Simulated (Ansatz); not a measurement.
# C2H3Ge (SMILES [C]#[C][GeH3]): UB2PLYP/def2-SVPD

What is the electronic atomisation energy of C2H3Ge at UB2PLYP/def2-SVPD? 

The calculation is run with Ansatz 0.2.0.

55 further runs of the same task are left out: 6 that didn't finish, 49 set aside as unsound or not needed. Runs told in other sessions of the task aren't counted.

## 1. The system as given

The species is C2H3Ge (6 atoms), meant as a doublet with charge 0. As SMILES, `[C]#[C][GeH3]`. Geometry: relaxed at PBE0-D4/def2-TZVP.

Bond lengths: C1–C2 1.211 Å, C2–Ge3 1.905 Å, Ge3–H4 1.532 Å, Ge3–H5 1.532 Å, Ge3–H6 1.532 Å. Angles: C1–C2–Ge3 180.0°, C2–Ge3–H4 108.1°, C2–Ge3–H5 108.1°, C2–Ge3–H6 108.1°, H4–Ge3–H5 110.8°, H4–Ge3–H6 110.8°, H5–Ge3–H6 110.8°.

## 2. The energy at UB2PLYP/def2-SVPD

Input file job.yaml:

```yaml
basis:
  gaussian:
    orbitals: def2-SVPD
crystal:
  periodic: [false, false, false]
  atoms:
    - {symbol: C, position_ang: [1.063000, -1.993700, 1.127200]}
    - {symbol: C, position_ang: [0.554800, -1.039400, 0.581600]}
    - {symbol: Ge, position_ang: [-0.244200, 0.461100, -0.277700]}
    - {symbol: H, position_ang: [-1.482100, -0.028100, -1.035900]}
    - {symbol: H, position_ang: [0.783700, 1.059700, -1.242900]}
    - {symbol: H, position_ang: [-0.633000, 1.476400, 0.801400]}
correlation:
  frozen_orbitals: {C: 1, Ge: 9, H: 0}
hamiltonian:
  xc: {name: B2PLYP}
output: {orbitals: {seedname: orbitals}}
magnetization:
  spin_polarized: true
  initial_magnetization: 1
accuracy: high
```

Started as:

```sh
ansatz run job.yaml --threads 1 --pin off --max-ram 3480MiB --events-out events.jsonl --progress --plain --runs-dir runs
```

Standard output:

```text
Warning: RAYON_NUM_THREADS=1 ignored (pool sized by the plan → 1); use --threads N
Functional definition: B2PLYP
  name "B2PLYP"
  parameter a = 0.53
  parameter c = 0.27
  exchange = (1 - a)*b88_x + a*exact_x
  correlation = (1 - c)*lyp_c + c*(mp2_os + mp2_ss)
2013 factors; integrals over basis functions are off by at most 4.5e-9 eV
mean field evaluation 1: about -58608.0036 eV, gradient 2.0e1 eV
mean field evaluation 2: about -58608.0823 eV, gradient 2.0e1 eV
mean field evaluation 4: about -58610.1491 eV, gradient 4.8e0 eV
mean field evaluation 8: about -58610.3446 eV, gradient 3.2e-1 eV
mean field evaluation 16: about -58610.3562 eV, gradient 3.6e-4 eV
mean field evaluation 32: about -58610.1053 eV, gradient 9.4e-1 eV
mean field -58610.35622740 eV, -2153.8908638307 hartree, gradient 8.2e-8 eV, S^2 0.818205; 2 other end points of the search recorded, 0 dependent functions left out
11 core orbitals not correlated: weight in the atoms' cores, before any rotation towards them, 1.000 or more for the frozen orbitals, at most 0.000 for the correlated occupied ones
reference -58610.35625383 eV, -2153.8908648019 hartree; 13, 12 occupied and 78, 79 virtual orbitals, 2013 factors
second order -15.78158297 eV of doubles, -0.00000000 eV of singles
Total energy: -58614.61728123 eV, -2154.0474546707 hartree
```

It took 20 s on 1 thread of Arm Neoverse V1, shared host; peak memory 0.46 GiB.

## 3. The C atom at the same level

Input file run.yaml:

```yaml
crystal:
  periodic: [false, false, false]
  atoms:
    - {symbol: C, position_ang: [0.000000, 0.000000, 0.000000]}
basis:
  gaussian:
    orbitals: def2-SVPD
magnetization:
  spin_polarized: true
  initial_magnetization: 2
hamiltonian:
  xc: {name: B2PLYP}
correlation:
  frozen_orbitals: {C: 1}
accuracy: high
```

Run the same way, it converges to -37.77807 Eh (log not shown).

## 4. The Ge atom at the same level

Input file input.yaml:

```yaml
crystal:
  periodic: [false, false, false]
  atoms:
    - {symbol: Ge, position_ang: [0.000000, 0.000000, 0.000000]}
basis:
  gaussian: {orbitals: def2-SVPD}
magnetization: {spin_polarized: true, initial_magnetization: 2}
hamiltonian: {xc: {name: B2PLYP}}
correlation: {frozen_orbitals: {Ge: 9}}
accuracy: high
```

Run the same way, it converges to -2076.28650 Eh (log not shown).

## 5. The H atom, same level

Input file input.yaml:

```yaml
crystal:
  periodic: [false, false, false]
  atoms:
    - {symbol: H, position_ang: [0.000000, 0.000000, 0.000000]}
basis:
  gaussian: {orbitals: def2-SVPD}
accuracy: high
correlation: {frozen_orbitals: {H: 0}}
hamiltonian: {xc: {name: B2PLYP}}
magnetization: {spin_polarized: true, initial_magnetization: 1}
```

Run the same way, it converges to -0.49793 Eh (log not shown).

## 6. Results

At UB2PLYP/def2-SVPD, 11 core orbitals frozen:

```
                                                          quantity           value
                                            molecule: total energy  -2154.04745 Eh
molecule: HOMO energy (SCF part's orbitals) (highest over α and β)        -9.26 eV
 molecule: LUMO energy (SCF part's orbitals) (lowest over α and β)        -2.94 eV
                                                    molecule: ⟨S²⟩           0.818
                                              C atom: total energy    -37.77807 Eh
                                                      C atom: ⟨S²⟩           2.006
                                             Ge atom: total energy  -2076.28650 Eh
                                                     Ge atom: ⟨S²⟩           2.005
                                              H atom: total energy     -0.49793 Eh
                                                      H atom: ⟨S²⟩           0.750
                                     electronic atomisation energy       19.348 eV
```

What this shows: Taking the molecule apart into free atoms costs 19.35 eV (1867 kJ/mol), before zero-point energy and without spin-orbit coupling.
